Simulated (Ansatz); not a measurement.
# CH9BSiSn: how energies converge with the basis set

An exercise on one series of results from a longer session: the logs are not shown, and one member is left open.

Computed with Ansatz 0.2.0, Gaussian basis. Level: one geometry, several basis sets.

Plan: PBE0-D4/def2-SVP; ωB97M-V/def2-SVP; PBE0-D4/def2-QZVPP; ωB97M-V/def2-QZVPP; the functionals' def2-TZVPP values are taken from earlier runs.

### The geometry

The geometry comes from an earlier relaxation with PBE0-D4 in a triple-zeta def2 set; it is a stationary point, not always the lowest conformer. Sn takes the def2 core potential; no spin-orbit term is included.

SMILES `[SiH3]B[CH2][SnH3]`, 13 atoms, charge 0, spin multiplicity 1.

Atoms are counted from 1 here; the program's logs count them from 0.

Bond lengths: Si1–B2 2.017 Å, Si1–H5 1.490 Å, Si1–H6 1.493 Å, Si1–H7 1.494 Å, B2–C3 1.511 Å, B2–H8 1.202 Å, C3–Sn4 2.219 Å, C3–H9 1.090 Å, C3–H10 1.090 Å, Sn4–H11 1.705 Å, Sn4–H12 1.702 Å, Sn4–H13 1.702 Å. Angles: B2–Si1–H5 113.4°, B2–Si1–H6 109.0°, B2–Si1–H7 112.3°, H5–Si1–H6 107.2°, H5–Si1–H7 107.6°, H6–Si1–H7 107.1°, Si1–B2–C3 122.2°, Si1–B2–H8 119.0°, C3–B2–H8 118.7°, B2–C3–Sn4 91.9°, B2–C3–H9 119.9°, B2–C3–H10 120.2°, Sn4–C3–H9 103.0°, Sn4–C3–H10 103.0°, H9–C3–H10 112.5°, C3–Sn4–H11 112.8°, C3–Sn4–H12 106.6°, C3–Sn4–H13 106.3° and more.

Geometry (Å):

```
Si   -0.7364    1.6835   -0.9938
B    -0.6740    0.5016    0.6398
C     0.6286    0.0260    1.2395
Sn    0.6216   -1.8040   -0.0149
H    -1.7909    1.2894   -1.9703
H    -1.0299    3.0846   -0.5683
H     0.5672    1.7094   -1.7236
H    -1.7065    0.1136    1.1187
H     0.6465   -0.3719    2.2545
H     1.5669    0.5073    0.9641
H    -0.6637   -1.8330   -1.1351
H     0.4850   -3.1236    1.0519
H     2.1059   -1.8177   -0.8477
```

The first run:

Contents of in.yaml:

```yaml
crystal:
  periodic: [false, false, false]
  atoms:
    - {symbol: Si, position_ang: [-0.736413, 1.683459, -0.993767]}
    - {symbol: B, position_ang: [-0.674024, 0.501599, 0.639848]}
    - {symbol: C, position_ang: [0.628645, 0.025979, 1.239488]}
    - {symbol: Sn, position_ang: [0.621619, -1.803988, -0.014915]}
    - {symbol: H, position_ang: [-1.790862, 1.289444, -1.970266]}
    - {symbol: H, position_ang: [-1.029918, 3.084648, -0.568266]}
    - {symbol: H, position_ang: [0.567203, 1.709408, -1.723614]}
    - {symbol: H, position_ang: [-1.706494, 0.113644, 1.118688]}
    - {symbol: H, position_ang: [0.646470, -0.371913, 2.254517]}
    - {symbol: H, position_ang: [1.566877, 0.507346, 0.964059]}
    - {symbol: H, position_ang: [-0.663722, -1.833037, -1.135063]}
    - {symbol: H, position_ang: [0.485018, -3.123567, 1.051922]}
    - {symbol: H, position_ang: [2.105903, -1.817721, -0.847732]}
basis:
  gaussian: {orbitals: def2-SVP}
hamiltonian: {xc: pbe0, dispersion: d4}
output: {orbitals: {seedname: orbitals}}
```

Steps of the session up to this table: PBE0-D4 in def2-SVP; ωB97M-V in def2-SVP; PBE0-D4 in def2-QZVPP; ωB97M-V in def2-QZVPP.

One of the session's tables, all rows but one given; the rest of the session is left out.

It belongs to the step «Functionals by basis». 

| functional | basis | HOMO (eV) |
| --- | --- | --- |
| PBE0-D4 | def2-SVP | ? |
| PBE0-D4 | def2-TZVPP | -7.83 |
| PBE0-D4 | def2-QZVPP | -7.84 |
| ωB97M-V | def2-SVP | -9.95 |
| ωB97M-V | def2-TZVPP | -10.00 |
| ωB97M-V | def2-QZVPP | -10.00 |

Estimate the missing values for PBE0-D4, def2-SVP.

As computed: HOMO (eV): -7.82. In the column «HOMO (eV)» it is the highest.
